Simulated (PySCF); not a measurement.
# Br6Mn ([MnBr6]3-): the cost of one run

Computed with PySCF 2.14.0 and routines of our own; the level stands in each step. Atoms count from 0.

## 1. The system as given

7 atoms, charge -3, states of the metal's open shell are computed; geometry from: model geometry, bond lengths from ionic radii.

## 2. Ligand-field states: state-averaged CASSCF in water

What the job is given:

```
{"job": {"kind": "lf", "basis": {"metal": "x2c-TZVPall", "ligand": "x2c-SVPall"}, "nevpt": true, "solvent": "water"}, "charge": -3, "metal": "Mn", "open_shell": "d4"}
Mn     0.000000     0.000000     0.000000
Br     1.771302    -1.022662     1.446263
Br     0.000000     2.045324     1.446263
Br    -1.771302    -1.022662     1.446263
Br     1.771302     1.022662    -1.446263
Br    -1.771302     1.022662    -1.446263
Br    -0.000000    -2.045324    -1.446263
```

Method: state-averaged CASSCF of the metal d shell, SC-NEVPT2 on the averaged canonical orbitals, state-interaction spin-orbit coupling.

On the command line:

```sh
$ OMP_NUM_THREADS=1 python lf_run.py task.json out
```

One launch serves the whole session: the jobs run in the order shown.

**Question.** How long does this first job take on 1 thread of Arm Neoverse N1, shared host, and how much memory does it need?

About 2.1 min, with a peak of 0.83 GiB.
